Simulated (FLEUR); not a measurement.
**NbTe: equation of state with PBE**

Crystal: NbTe.

```xyz
2
Lattice="3.7030 0.0000 0.0000 -1.8515 3.2069 0.0000 0.0000 0.0000 3.6942" Properties=species:S:1:pos:R:3 pbc="T T T"
Te    1.8515    1.0690    0.0000
Nb    0.0000    0.0000    1.8471
```

The cell comes from a database or a generator and needn't be the stable form of this composition.

```yaml
Program: FLEUR MaX-R8.1 (later development tree)
Task: equation of state
Functional: PBE
Potentials_or_basis: all-electron
Basis: FLAPW
Kmax: 4.32 1/bohr
k_mesh: 8 × 8 × 7
Occupations: fermi-dirac, width 0.05 eV
Spin: no spin polarisation
Gmax: 13.4 1/bohr
Muffin-tin_radii: Te 2.27, Nb 2.52 bohr
lmax: Te 9, Nb 10
lnonsphr: Te 9, Nb 10
Local_orbitals_a_species: Te 6, Nb 5
```

* Equilibrium volume: 21.82 Å³/atom
* Bulk modulus at fixed shape and positions: 122 GPa
* Pressure derivative of the bulk modulus: 4.7 (rough: it moves with the points fitted)

Energy against volume, from the lowest point:
```
volume (Å³/atom)  energy (meV/atom)
          20.618              27.77
          21.057              10.63
          21.934               0.00
          22.812              15.53
          23.250              31.36
```

Caveat: the cell was scaled at fixed shape and fractional positions, which overstates the stiffness of a crystal with free parameters, most of all of layers and chains. Spin-orbit coupling is left out, which matters for the levels of Te.
